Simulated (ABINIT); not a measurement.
# InO in ABINIT: equation of state

Aim: energy against volume of InO in PBE, for its equilibrium volume and stiffness.

Program: ABINIT 10.8.3 (patched build). These are calculated values, not measurements. Logs are shortened: lines on timing, memory, paths and dates and some standing lists are left out, and cuts for length are marked. The log counts tension as positive stress, the text compression.

**1. The slab as given**

The cell holds a slab with vacuum, 4 atoms: a = 3.454 Å, b = 3.454 Å, c = 15.877 Å, α = 90.00°, β = 90.00°, γ = 120.00°.

**2. Equation of state, PBE**

run.abi

```
# Datasets: one volume each
ndtset 7
getwfk -1
scalecart1 3*0.9795861087
scalecart2 3*0.9864848297
scalecart3 3*0.9932883884
scalecart4 3*1.0000000000
scalecart5 3*1.0066227096
scalecart6 3*1.0131594038
scalecart7 3*1.0196128224

# Pseudopotentials
pp_dirpath "./"
pseudos "In.GGA_PBE-JTH.xml, O.GGA_PBE-JTH.xml"

# Structure
acell 3.4536138013 3.4536138013 15.8771 Angstrom
rprim
     1.0000000000     0.0000000000     0.0000000000
    -0.5000000000     0.8660254038     0.0000000000
     0.0000000000     0.0000000000     1.0000000000
ntypat 2
znucl 49 8
natom 4
typat 1 1 2 2
xred
     0.6666666667     0.3333333333     0.4099790000
     0.6666666667     0.3333333333     0.5900210000
     0.0000000000     0.0000000000     0.3601330000
     0.0000000000     0.0000000000     0.6398670000

# Plane-wave basis
ecut 23.0
pawecutdg 45.0
pawxcdev 0

# k points
kptopt 1
ngkpt 9 9 2
nshiftk 1
shiftk 0.0 0.0 0.0

# Exchange and correlation
ixc 11

# Bands and occupations
nband 23
occopt 3
tsmear 0.00183747

# SCF cycle
nstep 100
tolvrs 1.0e-9

# Output
iomode 3
prtwf 1
prtden 0
prteig 0
prtebands 0
```

Potentials or basis: JTH PAW PBE v2.0.

On the command line:

```
$ abinit run.abi > log 2>&1
```

run.abo:

```text
.Version 10.8.3 of ABINIT
 DATASET    1 : space group P-6 m 2 (#187); Bravais hP (primitive hexag.)
================================================================================
 Values of the parameters that define the memory need for DATASET  1.
     intxc =       0    ionmov =       0      iscf =      17    lmnmax =      18
     lnmax =       6     mgfft =     128  mpssoang =       3    mqgrid =    8876
     natom =       4  nloc_mem =       2    nspden =       1   nspinor =       1
    nsppol =       1      nsym =      12    n1xccc =       1    ntypat =       2
    occopt =       3   xclevel =       2
       mpw =        5510          nfft =      115200          nkpt =          24
 PAW method is used; the additional fine FFT grid is defined by:
   mgfftf=       180    nfftf =    288000
================================================================================
================================================================================
[... 71 lines left out ...]
 DATASET    7 : space group P-6 m 2 (#187); Bravais hP (primitive hexag.)
================================================================================
 Values of the parameters that define the memory need for DATASET  7.
     intxc =       0    ionmov =       0      iscf =      17    lmnmax =      18
     lnmax =       6     mgfft =     135  mpssoang =       3    mqgrid =    9238
     natom =       4  nloc_mem =       2    nspden =       1   nspinor =       1
    nsppol =       1      nsym =      12    n1xccc =       1    ntypat =       2
    occopt =       3   xclevel =       2
       mpw =        6261          nfft =      121500          nkpt =          24
 PAW method is used; the additional fine FFT grid is defined by:
   mgfftf=       192    nfftf =    388800
================================================================================
================================================================================

--------------------------------------------------------------------------------
------------- Echo of variables that govern the present computation ------------
--------------------------------------------------------------------------------
 -outvars: echo values of preprocessed input variables --------
            acell      6.5263842291E+00  6.5263842291E+00  3.0003370674E+01 Bohr
              amu      1.14820000E+02  1.59994000E+01
             ecut      2.30000000E+01 Hartree
           getwfk          -1
              ixc          11
           jdtset        1    2    3    4    5    6    7
         kptrlatt        9    0    0      0    9    0      0    0    2
          kptrlen1     5.75383980E+01
          kptrlen2     5.79436113E+01
          kptrlen3     5.83432351E+01
          kptrlen4     5.87374581E+01
          kptrlen5     5.91264592E+01
          kptrlen6     5.95104080E+01
          kptrlen7     5.98894654E+01
            natom           4
[... 109 lines left out ...]
                       6.6666666670E-01  3.3333333330E-01  5.9002100000E-01
                       3.3333336091E-11 -3.3333299084E-11  3.6013300000E-01
                       3.3333336091E-11 -3.3333299084E-11  6.3986700000E-01
            znucl       49.00000    8.00000

================================================================================

 chkinp: Checking input parameters for consistency, jdtset=   1.

 chkinp: Checking input parameters for consistency, jdtset=   2.
[... 52 lines left out ...]
- pspini: atom type   2  psp file is ./O.GGA_PBE-JTH.xml
 Pseudopotential format is: paw10
 basis_size (lnmax)=  4 (lmn_size=  8), orbitals=   0   0   1   1
 Spheres core radius: rc_sph= 1.41465230
 Shapefunction is SIN type: shapef(r)=[sin(pi*r/rshp)/(pi*r/rshp)]**2
 Radius for shape functions =  1.20231231
 Compensation charge density is not taken into account in XC energy/potential

   2.29817579E+03                                ecore*ucvol(ha*bohr**3)
--------------------------------------------------------------------------------

================================================================================

--- !BeginCycle
iteration_state: {dtset: 1, }
solver: {iscf: 17, nstep: 100, nline: 4, wfoptalg: 10, }
tolerances: {tolvrs: 1.00E-09, }
...
[... 1549 lines left out ...]
-Cartesian components of stress tensor (GPa)         [Pressure= -2.2027E+00 GPa]
- sigma(1 1)=  2.62744500E+00  sigma(3 2)=  0.00000000E+00
- sigma(2 2)=  2.62744500E+00  sigma(3 1)=  0.00000000E+00
- sigma(3 3)=  1.35313448E+00  sigma(2 1)=  0.00000000E+00

== END DATASET(S) ==============================================================
================================================================================

 -outvars: echo values of variables after computation  --------
            acell      6.5263842291E+00  6.5263842291E+00  3.0003370674E+01 Bohr
           etotal1    -1.4837959434E+02
           etotal2    -1.4838109924E+02
           etotal3    -1.4838188186E+02
           etotal4    -1.4838199966E+02
           etotal5    -1.4838155939E+02
           etotal6    -1.4838061070E+02
           etotal7    -1.4837919132E+02
            fcart1     4.2117625551E-29  3.1611609184E-28  3.2706298720E-03
                      -1.2635287665E-28 -1.7021635714E-28 -3.2706298720E-03
                      -1.2635287665E-28 -1.7021635714E-28 -9.2183196648E-03
                       2.1058812776E-28  2.4316622449E-29  9.2183196648E-03
            fcart2    -1.6729234826E-28 -9.6586282300E-29  1.7228199749E-03
                      -1.6729234826E-28 -9.6586282300E-29 -1.7228199749E-03
                       1.6729234826E-28  9.6586282300E-29 -5.3407537637E-03
                       1.6729234826E-28  9.6586282300E-29  5.3407537637E-03
            fcart3     3.3229294858E-28  1.9184942331E-28  3.3037230285E-04
                       0.0000000000E+00  0.0000000000E+00 -3.3037230285E-04
[... 66 lines left out ...]
                       1.7268069008E+00  9.9697242885E-01  9.3678224191E+00
                       1.7268025702E-10 -9.9697361830E-11  5.7178676543E+00
                       1.7268025702E-10 -9.9697361830E-11  1.0159232346E+01
           xangst5     1.7382430415E+00  1.0035750877E+00  6.5523866360E+00
                       1.7382430415E+00  1.0035750877E+00  9.4298627866E+00
                       1.7382431851E-10 -1.0035751709E-10  5.7557354313E+00
                       1.7382431851E-10 -1.0035751709E-10  1.0226513991E+01
           xangst6     1.7495306501E+00  1.0100919916E+00  6.5949357930E+00
                       1.7495306501E+00  1.0100919916E+00  9.4910973770E+00
                       1.7495307947E-10 -1.0100943181E-10  5.7931113836E+00
                       1.7495307947E-10 -1.0100943181E-10  1.0292921786E+01
           xangst7     1.7606744579E+00  1.0165258720E+00  6.6369428860E+00
                       1.7606744579E+00  1.0165258720E+00  9.5515518565E+00
                       1.7606706939E-10 -1.0165282134E-10  5.8300111771E+00
                       1.7606706939E-10 -1.0165282134E-10  1.0358483565E+01
             xred      6.6666666670E-01  3.3333333330E-01  4.0997900000E-01
                       6.6666666670E-01  3.3333333330E-01  5.9002100000E-01
                       3.3333336091E-11 -3.3333299084E-11  3.6013300000E-01
                       3.3333336091E-11 -3.3333299084E-11  6.3986700000E-01
 Calculation completed.
```

Run time: 20 min. Hardware: 1 thread of Arm Neoverse V2, shared host; peak memory 0.32 GiB.

Results:

| Quantity | Value |
| --- | --- |
| Equilibrium volume | 40.76 Å³/atom |
| Bulk modulus at fixed shape and positions | 39 GPa |
| Pressure derivative of the bulk modulus | 4.8 (rough: it moves with the points fitted) |

Energy against volume, from the lowest point:
```tsv
volume (Å³/atom)	energy (meV/atom)
38.540	16.36
39.360	6.13
40.181	0.80
41.001	0.00
41.821	3.00
42.641	9.45
43.461	19.10
```

Caveat: pressures at fixed basis lie under the slope of the energies; the cell was scaled at fixed shape and fractional positions, which overstates the stiffness of a crystal with free parameters, most of all of layers and chains.
